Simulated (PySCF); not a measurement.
# 4-Pyridine Carbaldehyde (C6H5NO): NMR shifts

What NMR shifts should 4-Pyridine Carbaldehyde (C6H5NO) (`O=Cc1ccncc1`) show?

The runs use PySCF 2.14.0, with density-fitted response routines of our own; the level of theory stands in each step. All values are computed, except where a source is named. Atoms count from 0, in the outputs and in this text.

**1. The molecule as given**

13 atoms, charge 0, multiplicity 1; geometry from: GFN2-xTB.

Bonds of the start (Å): O0–C1 1.20, C1–C2 1.47, C2–C3 1.39, C3–C4 1.39, C4–N5 1.32, N5–C6 1.32, C6–C7 1.39, C7–C2 1.39, C1–H8 1.11, C3–H9 1.08, C4–H10 1.08, C6–H11 1.08, C7–H12 1.08.

**2. NMR shieldings: PBE0/pcSseg-1**

What the job is given:

```
{"job": {"kind": "nmr", "xc": "PBE0", "basis": "pcSseg-1"}, "charge": 0, "multiplicity": 1}
O      2.829480     0.971894     0.011025
C      2.136349    -0.007868    -0.053760
C      0.662281    -0.004814    -0.016655
C     -0.062126    -1.192606    -0.100974
C     -1.445842    -1.119984    -0.061825
N     -2.109796     0.017282     0.050972
C     -1.423858     1.144946     0.130631
C     -0.039737     1.194722     0.102703
H      2.575562    -1.020998    -0.150476
H      0.443504    -2.141786    -0.194551
H     -2.055617    -2.011700    -0.124394
H     -2.016071     2.045836     0.220902
H      0.501481     2.125563     0.168673
```

With the program's defaults for keys left out, this is: GIAO PBE0/pcSseg-1 NMR shielding, non-relativistic, gas phase.

The run is started by

```sh
$ OMP_NUM_THREADS=1 python probes_run.py task.json out
```

One launch serves the whole session: the jobs run in the order shown.

Predict these results of the whole session: 13C shifts against TMS (PBE0/pcSseg-1, means over atoms taken as alike); 1H shifts against TMS (PBE0/pcSseg-1, means over atoms taken as alike); 17O shifts against H2O (PBE0/pcSseg-1); 15N shifts against NH3 (PBE0/pcSseg-1).

The runs gave:

| quantity | value |
| --- | --- |
| 13C shifts against TMS (PBE0/pcSseg-1, means over atoms taken as alike) | 197.4, 157.4, 145.6, 128.0 ppm |
| 1H shifts against TMS (PBE0/pcSseg-1, means over atoms taken as alike) | 10.30, 9.34, 7.85 ppm |
| 17O shifts against H2O (PBE0/pcSseg-1) | 691.4 ppm |
| 15N shifts against NH3 (PBE0/pcSseg-1) | 383.4 ppm |

In words: The most deshielded carbon is C1 (aldehyde carbonyl carbon), at 197.4 ppm: the double bond to the heteroatom, with no lone-pair donor beside it, deshields it most. H8 (hydrogen on an aldehyde carbonyl carbon) lies farthest downfield among hydrogen, at 10.30 ppm; the formyl region, downfield of aromatic protons. At PBE0/pcSseg-1: The widest tensor belongs to O0: span 1394 ppm, with a paramagnetic part of -754 ppm. NICS(1)zz of -28 ppm above the planar ring from C2 marks a diatropic (aromatic) ring current.
